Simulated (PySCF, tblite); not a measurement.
**C₄H₇N₂P: geometry, infrared bands and NMR shifts**

Wanted: the infrared bands and NMR shifts of C₄H₇N₂P (`Cc1n[nH]c(C)p1`), by calculation.

Programs: tblite 0.8.0 and PySCF 2.14.0, with density-fitted response routines of our own. Each step states its level of theory. These are calculated values for one molecule in the gas phase, unless marked as measured. Atoms are numbered from 0 throughout.

## 1. The starting structure

14 atoms, charge 0, multiplicity 1; geometry from: force field or distance geometry start.

Bonds of the start (Å): C0–C1 1.50, C1–N2 1.27, N2–N3 1.28, N3–C4 1.33, C4–C5 1.46, C4–P6 1.88, P6–C1 1.93, C0–H7 1.12, C0–H8 1.09, C0–H9 1.11, N3–H10 1.09, C5–H11 1.11, C5–H12 1.13, C5–H13 1.09.

## 2. Optimising the geometry with GFN2-xTB

What the job is given:

```
{"job": {"kind": "relax", "xc": "GFN2-xTB", "basis": "xTB"}, "charge": 0, "multiplicity": 1}
C      2.913600    -0.072300     0.025600
C      1.415700    -0.019200    -0.001600
N      0.661200     0.199000    -0.995400
N     -0.621100     0.240300    -0.979200
C     -1.266700     0.020000     0.165700
C     -2.700900     0.000400     0.456200
P      0.114400    -0.268500     1.406500
H      3.303700    -0.022900    -1.021500
H      3.371700     0.736900     0.601700
H      3.283700    -1.033800     0.438500
H     -1.194800     0.431700    -1.880200
H     -2.947800     0.564800     1.382900
H     -2.964400    -1.064500     0.730600
H     -3.369200     0.287600    -0.352000
```

Run with:

```console
$ OMP_NUM_THREADS=1 python probes_run.py task.json out
```

This one command runs all jobs of the session in turn.

The log of the run:

```text
step      E/eV     max force
  0    -555.94275    5.124
  1    -556.66548    2.333
  2    -556.83615    1.247
  3    -556.92495    0.831
  4    -557.02821    0.865
  5    -557.07682    0.572
  6    -557.13972    0.586
  7    -557.18261    0.548
  8    -557.21478    0.374
  9    -557.22455    0.222
 10    -557.23001    0.190
 11    -557.23370    0.202
 12    -557.23630    0.161
 13    -557.23784    0.101
 14    -557.23862    0.082
 15    -557.23924    0.073
 16    -557.23992    0.072
 17    -557.24053    0.071
 18    -557.24102    0.060
 19    -557.24139    0.046
 20    -557.24168    0.045
 21    -557.24189    0.037
 22    -557.24204    0.041
 23    -557.24216    0.034
 24    -557.24226    0.026
 25    -557.24235    0.025
 26    -557.24241    0.021
 27    -557.24246    0.019
 28    -557.24251    0.019
 29    -557.24257    0.018
 30    -557.24263    0.022
 31    -557.24270    0.024
 32    -557.24277    0.021
 33    -557.24284    0.022
 34    -557.24291    0.019
 35    -557.24296    0.016
 36    -557.24299    0.010
```

Run time: 0.2 s. Hardware: 1 thread of Arm Neoverse V1, shared host.

The steps of the relaxation: (not every step is listed)

| step | energy from step 0 (eV) | largest force (eV/Å) |
| --- | --- | --- |
| 0 | 0.0000 | 5.1237 |
| 1 | -0.7227 | 2.3331 |
| 2 | -0.8934 | 1.2467 |
| 3 | -0.9822 | 0.8314 |
| 4 | -1.0855 | 0.8651 |
| 5 | -1.1341 | 0.5719 |
| 6 | -1.1970 | 0.5857 |
| 7 | -1.2399 | 0.5479 |
| 8 | -1.2720 | 0.3744 |
| 10 | -1.2873 | 0.1902 |
| 12 | -1.2935 | 0.1614 |
| 14 | -1.2959 | 0.0820 |
| 16 | -1.2972 | 0.0720 |
| 18 | -1.2983 | 0.0601 |
| 20 | -1.2989 | 0.0449 |
| 22 | -1.2993 | 0.0413 |
| 24 | -1.2995 | 0.0258 |
| 26 | -1.2997 | 0.0210 |
| 28 | -1.2998 | 0.0191 |
| 30 | -1.2999 | 0.0221 |
| 31 | -1.2999 | 0.0242 |
| 32 | -1.3000 | 0.0212 |
| 33 | -1.3001 | 0.0225 |
| 34 | -1.3002 | 0.0193 |
| 35 | -1.3002 | 0.0156 |
| 36 | -1.3002 | 0.0100 |

Close pairs (by a distance rule), those that changed most:

```csv
bond,before (Å),after (Å),change (Å)
C1–P6,1.933,1.777,-0.156
C4–P6,1.879,1.733,-0.146
N3–H10,1.085,1.011,-0.074
N2–N3,1.283,1.325,+0.042
C5–H12,1.131,1.090,-0.040
C1–N2,1.267,1.306,+0.040
C0–H7,1.118,1.087,-0.031
C4–C5,1.463,1.489,+0.026
```

The final coordinates are the input of the step that follows.

## 3. Harmonic vibrations with GFN2-xTB

What the job is given:

```
{"job": {"kind": "ir", "xc": "GFN2-xTB", "basis": "xTB"}, "charge": 0, "multiplicity": 1}
C      2.769570    -0.080240     0.033684
C      1.282381    -0.026057    -0.029599
N      0.682052     0.220432    -1.163444
N     -0.633107     0.225378    -0.998784
C     -1.103338    -0.011137     0.240813
C     -2.570678    -0.038032     0.493475
P      0.197065    -0.271879     1.356307
H      3.180402     0.003150    -0.969260
H      3.151445     0.736975     0.644918
H      3.095444    -1.016661     0.484071
H     -1.213281     0.405896    -1.807284
H     -2.817857     0.575019     1.358509
H     -2.900238    -1.055611     0.705344
H     -3.120539     0.332294    -0.370915
```

The log of the run:

```text
mode    cm-1     km/mol
  1     -67.8      0.44
  2      55.3      0.54
  3     143.8      1.77
  4     247.1      2.19
  5     319.3      1.17
  6     335.6      1.37
  7     466.6      0.02
  8     488.6      1.86
  9     544.0      4.72
 10     604.3     78.78
 11     677.6      2.61
 12     747.3      5.32
 13     775.2      4.54
 14     978.5      3.36
 15     990.6     16.69
 16    1021.3     11.15
 17    1024.2      3.08
 18    1170.9     71.10
 19    1201.5     36.71
 20    1247.1     32.61
 21    1281.8     41.78
 22    1391.3      5.63
 23    1403.7      7.40
 24    1418.0      1.97
 25    1462.6     12.48
 26    1464.1      5.70
 27    1466.3      9.29
 28    1480.7      5.60
 29    1517.1     19.77
 30    2994.4     13.74
 31    3000.1     19.37
 32    3012.7     31.50
 33    3015.4     14.49
 34    3023.8      7.04
 35    3044.3     19.41
 36    3389.3      9.26
```

Wall time 0.38 s (1 thread of Arm Neoverse V1, shared host).

The strongest bands and the atoms that carry them (share of the mass-weighted mode):

| cm⁻¹ | km/mol | atoms |
| --- | --- | --- |
| 604 | 78.8 | H10 83 % |
| 1171 | 71.1 | H10 49 %, C1 20 %, N2 10 % |
| 1202 | 36.7 | C1 28 %, N3 22 %, N2 18 % |
| 1247 | 32.6 | C4 46 %, N2 18 %, N3 15 % |
| 1282 | 41.8 | C4 32 %, H10 21 %, C1 20 % |
| 1517 | 19.8 | C1 50 %, N2 27 % |
| 3013 | 31.5 | H13 90 % |
| 3044 | 19.4 | H7 93 % |

## 4. Shielding tensors: PBE0/pcSseg-1

Same as in step 3 but for these lines:

```diff
@@ -1,2 +1,2 @@
-{"job": {"kind": "ir", "xc": "GFN2-xTB", "basis": "xTB"}, "charge": 0, "multiplicity": 1}
+{"job": {"kind": "nmr", "xc": "PBE0", "basis": "pcSseg-1"}, "charge": 0, "multiplicity": 1}
 C      2.769570    -0.080240     0.033684
```

Method: GIAO PBE0/pcSseg-1 NMR shielding, non-relativistic, gas phase.

The log of the run:

```text
coarse grid: 12432 points
cycle   1  E = -606.9175052199  dE =  1.168e+00  |g| = 3.965e-01  |ddm| = 3.617e+00
cycle   2  E = -606.8920121074  dE =  2.549e-02  |g| = 5.326e-01  |ddm| = 8.998e-01
cycle   3  E = -606.9558784501  dE = -6.387e-02  |g| = 1.290e-01  |ddm| = 5.299e-01
cycle   4  E = -606.9593980988  dE = -3.520e-03  |g| = 4.297e-02  |ddm| = 1.456e-01
cycle   5  E = -606.9598514637  dE = -4.534e-04  |g| = 1.304e-02  |ddm| = 5.219e-02
cycle   6  E = -606.9598912863  dE = -3.982e-05  |g| = 2.928e-03  |ddm| = 1.397e-02
cycle   7  E = -606.9598929687  dE = -1.682e-06  |g| = 8.703e-04  |ddm| = 2.696e-03
final grid: 116352 points
cycle   8  E = -606.9982147751  dE = -2.487e-05  |g| = 9.397e-03  |ddm| = 2.579e-02
cycle   9  E = -606.9981834774  dE =  3.130e-05  |g| = 1.410e-02  |ddm| = 2.322e-02
cycle  10  E = -606.9982366676  dE = -5.319e-05  |g| = 2.360e-03  |ddm| = 1.708e-02
cycle  11  E = -606.9982381172  dE = -1.450e-06  |g| = 3.960e-04  |ddm| = 2.497e-03
cycle  12  E = -606.9982381485  dE = -3.132e-08  |g| = 1.464e-04  |ddm| = 5.007e-04
cycle  13  E = -606.9982381535  dE = -4.929e-09  |g| = 4.055e-05  |ddm| = 1.418e-04
cycle  14  E = -606.9982381539  dE = -4.525e-10  |g| = 1.089e-05  |ddm| = 5.868e-05
converged SCF energy = -606.9982381539

GIAO shielding tensors (ppm)
atom      isotropic    diamagn.    paramagn.     s11        s22        s33       span
  0 C      165.852     245.654     -79.802    150.535    156.703    190.319     39.784
  1 C        3.784     264.632    -260.848   -112.119      5.018    118.452    230.570
  2 N      -91.425     327.835    -419.260   -340.289    -72.394    138.410    478.699
  3 N       31.480     329.597    -298.117    -58.706     68.665     84.481    143.186
  4 C        5.518     264.132    -258.614   -134.224     26.322    124.456    258.680
  5 C      169.143     245.810     -76.667    153.376    163.724    190.329     36.953
  6 P      220.611     969.899    -749.289     89.211    124.571    448.051    358.840
  7 H       29.031      28.005       1.027     24.296     27.884     34.915     10.619
  8 H       28.903      27.902       1.001     24.594     27.475     34.640     10.046
  9 H       28.906      28.117       0.789     24.264     28.084     34.371     10.107
 10 H       22.097      34.966     -12.868     16.479     23.031     26.782     10.303
 11 H       28.503      27.688       0.815     23.218     27.701     34.590     11.372
 12 H       28.644      27.555       1.089     23.871     26.850     35.211     11.339
 13 H       29.538      28.814       0.724     24.583     28.750     35.282     10.700
```

Run time: 24 s. Hardware: 1 thread of Arm Neoverse V1, shared host; peak memory 0.73 GiB.

The references, computed at this level on geometries of the same kind, shield at (ppm): 1H TMS 31.72, 13C TMS 186.9, 15N NH3 267.7, 31P H3PO4 318.4. Their shielding less the atom's gives the shift. The references are single molecules in the gas phase, so shifts against H2O, NH3, PH3, H3PO4 or CFCl3 are not on the usual liquid scales and can be off by tens of ppm. Atoms listed in one row are averaged.

```
        atoms                                          environment  σ (ppm)  δ (ppm)  δ scaled to CDCl3
           C1  substituted aromatic carbon next to a ring nitrogen      3.8    183.1              176.8
           C4  substituted aromatic carbon next to a ring nitrogen      5.5    181.4              175.1
           C0                    methyl carbon on an aromatic ring    165.9     21.1               18.7
           C5                    methyl carbon on an aromatic ring    169.1     17.8               15.4
          H10             hydrogen on a pyrrole-type ring nitrogen    22.10     9.62                  –
H11, H12, H13      hydrogen on a methyl carbon on an aromatic ring    28.90     2.82               2.77
   H7, H8, H9      hydrogen on a methyl carbon on an aromatic ring    28.95     2.77               2.72
           N2                   pyridine-type nitrogen of an azole    -91.4    359.2                  –
           N3                           pyrrole-type ring nitrogen     31.5    236.2                  –
           P6       phosphorus bonded to 2 C, in a 5-membered ring    220.6     97.8                  –
```

The scaled column applies a straight-line fit of computed shieldings to shifts measured in CDCl3 (root-mean-square error 0.16 ppm for H, 1.9 ppm for C).

The run also stored atomic charges by several schemes (e):

| atoms | Mulliken | IAO | Hirshfeld | ESP fit |
| --- | --- | --- | --- | --- |
| C0 | -0.15 | -0.43 | -0.12 | -0.43 |
| C1 | -0.33 | -0.09 | -0.01 | 0.43 |
| N2 | -0.21 | -0.24 | -0.15 | -0.52 |
| N3 | -0.20 | -0.10 | -0.01 | -0.07 |
| C4 | -0.26 | -0.13 | -0.01 | 0.13 |
| C5 | -0.16 | -0.43 | -0.12 | -0.45 |
| P6 | 0.31 | 0.16 | -0.02 | -0.28 |

Mayer bond orders: C0–C1 1.04, C1–N2 1.58, N2–N3 1.17, N3–C4 1.20, C4–C5 1.03, C4–P6 1.37, P6–C1 1.17.

Ring of atoms C1, N2, N3, C4, P6: NICS(0) -11.7, NICS(1) -11.4, NICS(1)zz -26.8 ppm (means of both faces).

Orbitals, density, ELF and potential are computed afterwards from the orbital file.

Frontier orbitals at PBE0/pcSseg-1, with the share of their density that lies nearest to each atom:

```csv
orbital,energy (eV),lies on
HOMO,-6.58,P6 51 %; C4 19 %; C1 8 %
LUMO,-0.37,P6 34 %; C4 32 %; N3 11 %
```

ELF in a plane through or near 10 of the atoms.

Values, 10 rows by 14 columns:
```
0.00 0.00 0.00 0.00 0.00 0.00 0.00 0.01 0.00 0.00 0.00 0.00 0.00 0.00
0.00 0.00 0.00 0.00 0.00 0.07 0.53 0.59 0.16 0.00 0.00 0.00 0.00 0.00
0.00 0.00 0.00 0.00 0.00 0.48 0.96 0.97 0.64 0.01 0.01 0.00 0.00 0.00
0.00 0.00 0.04 0.22 0.06 0.27 0.14 0.55 0.41 0.05 0.47 0.15 0.01 0.00
0.00 0.00 0.13 0.69 0.52 0.62 0.71 0.35 0.71 0.76 0.31 0.30 0.02 0.00
0.00 0.01 0.53 0.92 0.70 0.24 0.60 0.23 0.63 0.67 0.93 0.93 0.07 0.00
0.00 0.01 0.95 1.00 0.10 0.65 0.26 0.65 0.59 0.04 0.95 0.99 0.07 0.00
0.00 0.00 0.02 0.13 0.03 0.89 0.83 0.09 0.99 0.78 0.00 0.01 0.00 0.00
0.00 0.00 0.00 0.00 0.00 0.15 0.10 0.00 0.36 0.05 0.00 0.00 0.00 0.00
0.00 0.00 0.00 0.00 0.00 0.00 0.00 0.00 0.00 0.00 0.00 0.00 0.00 0.00
```
The map spans 11.7 Å across and 9.0 Å up, centred on the molecule. Atoms in the plane (x, y in Å): C0 (-2.8, 0.2), C1 (-1.3, 0.0), N2 (-0.7, -1.1), N3 (0.6, -1.1), C4 (1.1, 0.2), C5 (2.6, 0.4), P6 (-0.1, 1.4), H7 (-3.2, -0.8), H10 (1.1, -1.9), H13 (3.1, -0.6).

On the surface of density 0.002 e/bohr³ the electrostatic potential runs, from the 1st to the 99th percentile, from -1.48 V near N2 to 2.30 V near H10.

## 5. What came out

```
                                                              quantity                         value
                             strongest single infrared mode (GFN2-xTB)           604 cm⁻¹, 79 km/mol
                                          zero-point energy (GFN2-xTB)                 67.8 kcal/mol
                                13C shifts against TMS (PBE0/pcSseg-1)  183.1, 181.4, 21.1, 17.8 ppm
1H shifts against TMS (PBE0/pcSseg-1, means over atoms taken as alike)          9.62, 2.82, 2.77 ppm
                                15N shifts against NH3 (PBE0/pcSseg-1)              359.2, 236.2 ppm
                              31P shifts against H3PO4 (PBE0/pcSseg-1)                      97.8 ppm
                                 surface potential, 1st and 99th percentile            -1.48 V and 2.30 V
```

In words: Relaxing lowered the energy by 1.300 eV in 36 steps; the close pair that moved most is C1–P6, from 1.933 to 1.777 Å. The lowest mode is imaginary (68i cm⁻¹), so the xTB geometry is not a minimum. The strongest single mode, at 604 cm⁻¹, moves mainly H10. Unscaled tight-binding wavenumbers are off by several per cent, some by more. Its intensities can rank the bands wrongly. At PBE0/pcSseg-1: The largest span, 479 ppm, is at N2, where the paramagnetic term is -419 ppm. NICS(1)zz of -27 ppm above the planar ring from C1 marks a diatropic (aromatic) ring current. By nearest atom (PBE0/pcSseg-1), the HOMO sits on P6 51 %; C4 19 % and the LUMO on P6 34 %; C4 32 %.
